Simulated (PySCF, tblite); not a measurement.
# C7H9NSSe: geometry, infrared bands and NMR shifts

What infrared bands and NMR shifts should C7H9NSSe (`C=CN(C)c1cc(S)c[se]1`) show?

The runs use tblite 0.8.0 and PySCF 2.14.0, with density-fitted response routines of our own; the level of theory stands in each step. All values are computed, except where a source is named. Atoms are numbered from 0 throughout.

### Step 1. Starting geometry

19 atoms, charge 0, multiplicity 1; geometry from: force field or distance geometry start.

Bonds of the start (Å): C0–C1 1.31, C1–N2 1.43, N2–C3 1.43, N2–C4 1.44, C4–C5 1.35, C5–C6 1.34, C6–S7 1.85, C6–C8 1.36, C8–Se9 1.92, Se9–C4 1.89, C0–H10 1.10, C0–H11 1.09, C1–H12 1.08, C3–H13 1.11, C3–H14 1.11, C3–H15 1.13, C5–H16 1.13, S7–H17 1.42, C8–H18 1.10.

### Step 2. Optimising the geometry with GFN2-xTB

Job settings and geometry (Å):

```
{"job": {"kind": "relax", "xc": "GFN2-xTB", "basis": "xTB"}, "charge": 0, "multiplicity": 1}
C     -2.995100     1.307300    -0.300700
C     -1.970300     0.819800    -0.948300
N     -1.053500    -0.134400    -0.395600
C     -1.492900    -1.443300    -0.027000
C      0.304300     0.311800    -0.249800
C      1.340500    -0.415400     0.231700
C      2.572700     0.098300     0.317500
S      3.973700    -0.904000     0.994700
C      2.836700     1.367500    -0.079600
Se     1.111700     1.971600    -0.671400
H     -3.610700     2.034300    -0.860100
H     -3.281300     1.038400     0.717700
H     -1.770300     1.146700    -1.955200
H     -2.411600    -1.781900    -0.560400
H     -0.681300    -2.148800    -0.298300
H     -1.699600    -1.461500     1.088600
H      1.132700    -1.472300     0.572300
H      3.883600    -2.224200     0.481800
H      3.800600     1.899500    -0.050200
```

Started as:

```console
$ OMP_NUM_THREADS=1 python probes_run.py task.json out
```

One launch serves the whole session: the jobs run in the order shown.

Output:

```text
step      E/eV     max force
  0    -784.34706    5.193
  1    -784.77068    1.699
  2    -784.89253    0.990
  3    -785.04785    1.335
  4    -785.15238    1.105
  5    -785.23965    0.826
  6    -785.28654    0.574
  7    -785.31843    0.476
  8    -785.34644    0.469
  9    -785.36649    0.344
 10    -785.37950    0.278
 11    -785.38827    0.241
 12    -785.39802    0.266
 13    -785.40890    0.266
 14    -785.42046    0.226
 15    -785.43115    0.238
 16    -785.44056    0.212
 17    -785.44939    0.247
 18    -785.45824    0.257
 19    -785.46808    0.242
 20    -785.47936    0.232
 21    -785.49131    0.280
 22    -785.50284    0.252
 23    -785.51307    0.222
 24    -785.52171    0.201
 25    -785.52965    0.213
 26    -785.53753    0.214
 27    -785.54541    0.211
 28    -785.55292    0.218
 29    -785.55860    0.162
 30    -785.56172    0.182
 31    -785.56534    0.156
 32    -785.56893    0.154
 33    -785.57609    0.197
 34    -785.58150    0.219
 35    -785.58848    0.197
 36    -785.59447    0.193
 37    -785.60215    0.245
 38    -785.61047    0.279
 39    -785.61752    0.228
 40    -785.62208    0.170
 41    -785.62500    0.205
 42    -785.62846    0.214
 43    -785.63235    0.185
 44    -785.63833    0.127
 45    -785.63993    0.134
 46    -785.64343    0.118
 47    -785.64565    0.095
 48    -785.64754    0.089
 49    -785.64885    0.113
 50    -785.65019    0.120
 51    -785.65206    0.106
 52    -785.65475    0.128
 53    -785.65756    0.120
 54    -785.66014    0.103
 55    -785.66215    0.096
 56    -785.66353    0.084
 57    -785.66473    0.117
 58    -785.66584    0.078
 59    -785.66689    0.071
 60    -785.66766    0.061
 61    -785.66843    0.049
 62    -785.66900    0.047
 63    -785.66957    0.050
 64    -785.67024    0.066
 65    -785.67102    0.068
 66    -785.67171    0.047
 67    -785.67223    0.051
 68    -785.67265    0.049
 69    -785.67305    0.054
 70    -785.67345    0.053
 71    -785.67382    0.056
 72    -785.67411    0.051
 73    -785.67438    0.035
 74    -785.67468    0.044
 75    -785.67503    0.041
 76    -785.67539    0.044
 77    -785.67571    0.041
 78    -785.67594    0.033
 79    -785.67614    0.041
 80    -785.67636    0.048
 81    -785.67667    0.062
 82    -785.67699    0.047
 83    -785.67722    0.031
 84    -785.67739    0.029
 85    -785.67755    0.029
 86    -785.67772    0.035
 87    -785.67787    0.028
 88    -785.67798    0.021
 89    -785.67806    0.020
 90    -785.67814    0.022
 91    -785.67824    0.025
 92    -785.67837    0.025
 93    -785.67852    0.029
 94    -785.67870    0.034
 95    -785.67888    0.036
 96    -785.67908    0.036
 97    -785.67926    0.032
 98    -785.67941    0.026
 99    -785.67951    0.020
100    -785.67956    0.022
101    -785.67962    0.022
102    -785.67971    0.028
103    -785.67985    0.031
104    -785.68001    0.026
105    -785.68013    0.024
106    -785.68022    0.024
107    -785.68031    0.027
108    -785.68046    0.029
109    -785.68064    0.036
110    -785.68080    0.033
111    -785.68090    0.021
112    -785.68099    0.022
113    -785.68108    0.023
114    -785.68118    0.015
115    -785.68123    0.017
116    -785.68129    0.014
117    -785.68133    0.018
118    -785.68138    0.023
119    -785.68143    0.023
120    -785.68148    0.021
121    -785.68155    0.023
122    -785.68165    0.023
123    -785.68178    0.027
124    -785.68193    0.037
125    -785.68212    0.040
126    -785.68238    0.033
127    -785.68264    0.034
128    -785.68284    0.034
129    -785.68295    0.027
130    -785.68304    0.027
131    -785.68313    0.026
132    -785.68322    0.017
133    -785.68328    0.019
134    -785.68332    0.020
135    -785.68339    0.021
136    -785.68351    0.023
137    -785.68363    0.023
138    -785.68372    0.025
139    -785.68379    0.025
140    -785.68386    0.022
141    -785.68400    0.027
142    -785.68423    0.043
143    -785.68451    0.051
144    -785.68476    0.047
145    -785.68498    0.038
146    -785.68523    0.042
147    -785.68548    0.038
148    -785.68570    0.030
149    -785.68581    0.022
150    -785.68592    0.023
151    -785.68604    0.033
152    -785.68619    0.034
153    -785.68630    0.025
154    -785.68638    0.017
155    -785.68645    0.015
156    -785.68651    0.013
157    -785.68655    0.012
158    -785.68658    0.015
159    -785.68660    0.012
160    -785.68661    0.007
```

Wall time 3.1 s (1 thread of Intel Xeon at 2.70GHz, shared host); peak memory 0.18 GiB.

Along the way: (not every step is listed)

| step | energy from step 0 (eV) | largest force (eV/Å) |
| --- | --- | --- |
| 0 | 0.0000 | 5.1934 |
| 1 | -0.4236 | 1.6991 |
| 2 | -0.5455 | 0.9899 |
| 3 | -0.7008 | 1.3353 |
| 4 | -0.8053 | 1.1052 |
| 5 | -0.8926 | 0.8256 |
| 6 | -0.9395 | 0.5742 |
| 7 | -0.9714 | 0.4757 |
| 8 | -0.9994 | 0.4692 |
| 22 | -1.1558 | 0.2515 |
| 36 | -1.2474 | 0.1932 |
| 50 | -1.3031 | 0.1204 |
| 64 | -1.3232 | 0.0662 |
| 78 | -1.3289 | 0.0330 |
| 92 | -1.3313 | 0.0247 |
| 106 | -1.3332 | 0.0237 |
| 120 | -1.3344 | 0.0209 |
| 134 | -1.3363 | 0.0200 |
| 148 | -1.3386 | 0.0304 |
| 155 | -1.3394 | 0.0151 |
| 156 | -1.3394 | 0.0133 |
| 157 | -1.3395 | 0.0124 |
| 158 | -1.3395 | 0.0146 |
| 159 | -1.3395 | 0.0118 |
| 160 | -1.3395 | 0.0068 |

Close pairs (by a distance rule), those that changed most:

| bond | before (Å) | after (Å) | change (Å) |
| --- | --- | --- | --- |
| S7–H17 | 1.419 | 1.331 | -0.088 |
| C6–S7 | 1.851 | 1.768 | -0.083 |
| C5–C6 | 1.338 | 1.421 | +0.083 |
| N2–C4 | 1.437 | 1.373 | -0.064 |
| C8–Se9 | 1.921 | 1.862 | -0.059 |
| C1–N2 | 1.434 | 1.378 | -0.056 |
| C5–H16 | 1.130 | 1.076 | -0.053 |
| C3–H15 | 1.135 | 1.094 | -0.040 |

The end geometry stands in the next job.

### Step 3. Vibrational analysis with GFN2-xTB

Job settings and geometry (Å):

```
{"job": {"kind": "ir", "xc": "GFN2-xTB", "basis": "xTB"}, "charge": 0, "multiplicity": 1}
C     -3.167024     1.005612    -0.451835
C     -1.843162     1.064588    -0.545854
N     -0.944400     0.046270    -0.312705
C     -1.417637    -1.290937    -0.041630
C      0.404302     0.293457    -0.244729
C      1.362464    -0.533091     0.272364
C      2.690452    -0.041759     0.156217
S      4.086291    -0.937758     0.766922
C      2.827215     1.167476    -0.439993
Se     1.182738     1.857155    -0.974932
H     -3.757322     1.872529    -0.680995
H     -3.708201     0.128604    -0.147386
H     -1.365788     1.996429    -0.833200
H     -2.348310    -1.452547    -0.582590
H     -0.684896    -2.015116    -0.395761
H     -1.592914    -1.449958     1.026716
H      1.149131    -1.466900     0.763380
H      3.376985    -1.939672     1.282357
H      3.740271     1.704869    -0.608646
```

Output:

```text
mode    cm-1     km/mol
  1      39.8      0.57
  2      82.1      1.15
  3     116.5      2.04
  4     133.0     20.55
  5     143.4     10.54
  6     168.2      6.43
  7     184.2      0.39
  8     223.7      2.15
  9     248.3      4.85
 10     318.5      2.20
 11     339.8      0.59
 12     359.1      0.28
 13     393.6      1.10
 14     440.4      0.99
 15     523.5      3.02
 16     582.6      1.69
 17     619.7      2.95
 18     623.8      2.42
 19     675.8     18.06
 20     716.0     21.54
 21     746.4     17.44
 22     813.9     21.61
 23     824.1     11.90
 24     861.8     10.26
 25     915.0     42.36
 26     963.2     14.79
 27    1022.7      1.20
 28    1065.8     10.17
 29    1091.6     78.62
 30    1095.4      4.38
 31    1173.8     11.51
 32    1246.7     89.38
 33    1286.2     45.77
 34    1322.5     25.03
 35    1341.1      8.54
 36    1398.5      1.72
 37    1424.0     20.62
 38    1477.5      3.58
 39    1482.5     10.64
 40    1494.0     78.34
 41    1552.2    386.52
 42    1689.2    289.99
 43    2431.7     85.26
 44    2944.5     29.04
 45    3010.0     37.96
 46    3014.5     13.47
 47    3024.5     17.21
 48    3111.0     20.95
 49    3131.9     10.91
 50    3142.5      8.41
 51    3160.5     22.79
```

Wall time 2.4 s (1 thread of Intel Xeon at 2.70GHz, shared host); peak memory 0.18 GiB.

The strongest bands and the atoms that carry them (share of the mass-weighted mode):

| cm⁻¹ | km/mol | atoms |
| --- | --- | --- |
| 915 | 42.4 | C4 19 %, C3 13 %, C6 10 % |
| 1092 | 78.6 | H14 27 %, H13 18 %, C3 15 %, C4 13 % |
| 1247 | 89.4 | N2 26 %, C4 20 %, C5 14 %, H12 10 % |
| 1286 | 45.8 | N2 35 %, C1 17 % |
| 1494 | 78.3 | C6 44 %, C8 29 % |
| 1552 | 386.5 | C4 47 %, C5 26 % |
| 1689 | 290.0 | C1 53 %, C0 36 % |
| 2432 | 85.3 | H17 97 % |

### Step 4. Shielding tensors: PBE0/pcSseg-1

Same as in step 3 but for these lines:

```diff
@@ -1,2 +1,2 @@
-{"job": {"kind": "ir", "xc": "GFN2-xTB", "basis": "xTB"}, "charge": 0, "multiplicity": 1}
+{"job": {"kind": "nmr", "xc": "PBE0", "basis": "pcSseg-1"}, "charge": 0, "multiplicity": 1}
 C     -3.167024     1.005612    -0.451835
```

With the program's defaults for keys left out, this is: GIAO PBE0/pcSseg-1 NMR shielding, non-relativistic, gas phase.

Output:

```text
coarse grid: 77280 points
cycle   1  E = -3125.4049396695  dE =  8.111e-01  |g| = 8.285e-01  |ddm| = 4.550e+00
cycle   2  E = -3125.3155444322  dE =  8.940e-02  |g| = 8.890e-01  |ddm| = 1.206e+00
cycle   3  E = -3125.4453946416  dE = -1.299e-01  |g| = 3.610e-01  |ddm| = 1.051e+00
cycle   4  E = -3125.4782167678  dE = -3.282e-02  |g| = 8.830e-02  |ddm| = 4.248e-01
cycle   5  E = -3125.4798290341  dE = -1.612e-03  |g| = 2.528e-02  |ddm| = 1.142e-01
cycle   6  E = -3125.4800026831  dE = -1.736e-04  |g| = 9.392e-03  |ddm| = 4.253e-02
cycle   7  E = -3125.4800244592  dE = -2.178e-05  |g| = 2.515e-03  |ddm| = 1.148e-02
cycle   8  E = -3125.4800259559  dE = -1.497e-06  |g| = 7.947e-04  |ddm| = 2.808e-03
final grid: 162616 points
cycle   9  E = -3125.4800804099  dE =  1.474e-07  |g| = 1.208e-03  |ddm| = 3.345e-03
cycle  10  E = -3125.4800797095  dE =  7.004e-07  |g| = 2.023e-03  |ddm| = 3.104e-03
cycle  11  E = -3125.4800807677  dE = -1.058e-06  |g| = 2.624e-04  |ddm| = 2.129e-03
cycle  12  E = -3125.4800807844  dE = -1.670e-08  |g| = 3.588e-05  |ddm| = 2.667e-04
cycle  13  E = -3125.4800807847  dE = -3.174e-10  |g| = 1.103e-05  |ddm| = 4.565e-05
converged SCF energy = -3125.4800807847

GIAO shielding tensors (ppm)
atom      isotropic    diamagn.    paramagn.     s11        s22        s33       span
  0 C       98.135     254.680    -156.545     13.918    108.111    172.376    158.458
  1 C       41.637     253.218    -211.581    -61.323     68.596    117.637    178.959
  2 N      141.998     332.844    -190.847     83.705    154.006    188.282    104.577
  3 C      151.593     248.237     -96.644    129.287    142.206    183.288     54.001
  4 C       15.993     255.046    -239.053    -45.239      7.018     86.199    131.438
  5 C       77.365     255.350    -177.986     28.389     80.358    123.347     94.958
  6 C       52.712     261.521    -208.809    -25.156     53.869    129.423    154.579
  7 S      516.697    1052.149    -535.453    292.701    469.160    788.229    495.528
  8 C       76.151     257.280    -181.129    -12.005    104.368    136.091    148.096
  9 Se    1208.192    2997.598   -1789.406    865.863   1253.260   1505.453    639.591
 10 H       27.457      28.062      -0.605     24.794     26.005     31.572      6.777
 11 H       27.593      32.118      -4.525     24.642     25.337     32.800      8.157
 12 H       25.113      31.835      -6.722     18.542     23.171     33.624     15.082
 13 H       28.394      31.587      -3.193     23.396     27.724     34.062     10.666
 14 H       28.646      31.853      -3.207     23.789     28.678     33.472      9.683
 15 H       28.914      31.610      -2.696     25.027     25.875     35.838     10.811
 16 H       26.235      35.793      -9.558     20.891     26.670     31.143     10.252
 17 H       27.989      27.933       0.056     20.198     28.046     35.723     15.525
 18 H       25.669      32.483      -6.815     21.232     27.332     28.441      7.209
```

Wall time 2.4 min (1 thread of Intel Xeon at 2.70GHz, shared host); peak memory 1.1 GiB.

The references, computed at this level on geometries of the same kind, shield at (ppm): ¹H TMS 31.72, ¹³C TMS 186.9, ¹⁵N NH3 267.7, ⁷⁷Se Me2Se 1758, ³³S CS2 504. Their shielding less the atom's gives the shift. The references are single molecules in the gas phase, so shifts against H2O, NH3, PH3, H3PO4 or CFCl3 are not on the usual liquid scales and can be off by tens of ppm. Atoms listed in one row are averaged.

| atoms | environment | σ (ppm) | δ (ppm) |
| --- | --- | --- | --- |
| C4 | aromatic carbon bearing nitrogen | 16.0 | 170.9 |
| C1 | alkene carbon bearing nitrogen | 41.6 | 145.3 |
| C6 | aromatic carbon bearing sulfur | 52.7 | 134.2 |
| C8 | aromatic CH next to the ring selenium | 76.2 | 110.8 |
| C5 | aromatic CH | 77.4 | 109.6 |
| C0 | β carbon of an enol-ether or enamine type C=C | 98.1 | 88.8 |
| C3 | methyl carbon bonded to N | 151.6 | 35.3 |
| H12 | hydrogen on an alkene carbon bearing nitrogen | 25.11 | 6.60 |
| H18 | hydrogen on an aromatic CH next to the ring selenium | 25.67 | 6.05 |
| H16 | hydrogen on an aromatic CH | 26.23 | 5.48 |
| H10 | hydrogen on a β carbon of an enol-ether or enamine type C=C | 27.46 | 4.26 |
| H11 | hydrogen on a β carbon of an enol-ether or enamine type C=C | 27.59 | 4.12 |
| H17 | hydrogen on a thiol sulfur | 27.99 | 3.73 |
| H13, H14, H15 | hydrogen on a methyl carbon bonded to N | 28.65 | 3.07 |
| N2 | aniline-type nitrogen | 142.0 | 125.7 |
| S7 | thiol sulfur | 517 | -13 |
| Se9 | selenium bonded to 2 C, in a 5-membered ring | 1208 | 550 |

Charges from the same density, by scheme (e):

| atoms | Mulliken | IAO | Hirshfeld | ESP fit |
| --- | --- | --- | --- | --- |
| C0 | -0.24 | -0.41 | -0.15 | -0.59 |
| C1 | 0.06 | -0.04 | 0.00 | -0.19 |
| N2 | -0.71 | -0.12 | -0.03 | 0.34 |
| C3 | -0.06 | -0.31 | -0.05 | -0.34 |
| C4 | 0.16 | -0.05 | 0.01 | -0.29 |
| C5 | -0.07 | -0.27 | -0.12 | 0.01 |
| C6 | -0.25 | -0.11 | -0.04 | -0.23 |
| S7 | 0.03 | 0.01 | -0.03 | -0.21 |
| C8 | -0.22 | -0.39 | -0.14 | -0.16 |
| Se9 | 0.17 | 0.33 | 0.13 | 0.00 |

Mayer bond orders: C0–C1 1.90, C1–N2 1.05, N2–C3 0.96, N2–C4 0.99, C4–C5 1.52, C5–C6 1.18, C6–S7 1.06, C6–C8 1.56, C8–Se9 1.14, Se9–C4 1.14.

Ring of atoms C4, C5, C6, C8, Se9: NICS(0) -10.7, NICS(1) -8.1, NICS(1)zz -15.1 ppm (means of both faces).

### Step 5. What came out

```
                                                              quantity                                              value
                             strongest single infrared mode (GFN2-xTB)                              1552 cm⁻¹, 387 km/mol
                                          zero-point energy (GFN2-xTB)                                      86.0 kcal/mol
                                ¹³C shifts against TMS (PBE0/pcSseg-1)  170.9, 145.3, 134.2, 110.8, 109.6, 88.8, 35.3 ppm
¹H shifts against TMS (PBE0/pcSseg-1, means over atoms taken as alike)       6.60, 6.05, 5.48, 4.26, 4.12, 3.73, 3.07 ppm
                                ¹⁵N shifts against NH3 (PBE0/pcSseg-1)                                          125.7 ppm
                                ³³S shifts against CS2 (PBE0/pcSseg-1)                                            -13 ppm
                             ⁷⁷Se shifts against Me2Se (PBE0/pcSseg-1)                                            550 ppm
```

Relaxing lowered the energy by 1.340 eV in 160 steps; the close pair that moved most is S7–H17, from 1.419 to 1.331 Å. All 51 modes are real, so the xTB geometry is a minimum. The strongest single mode, at 1552 cm⁻¹, moves mainly C4 and C5. Unscaled tight-binding wavenumbers are off by several per cent, some by more. Its intensities can rank the bands wrongly. At PBE0/pcSseg-1: Shielding is most anisotropic at Se9 (span 640 ppm, paramagnetic term -1789 ppm). NICS(1)zz of -15 ppm above the planar ring from C4 marks a diatropic (aromatic) ring current. Spin-orbit coupling is left out, which matters for shieldings and couplings at and beside the heavy atoms.
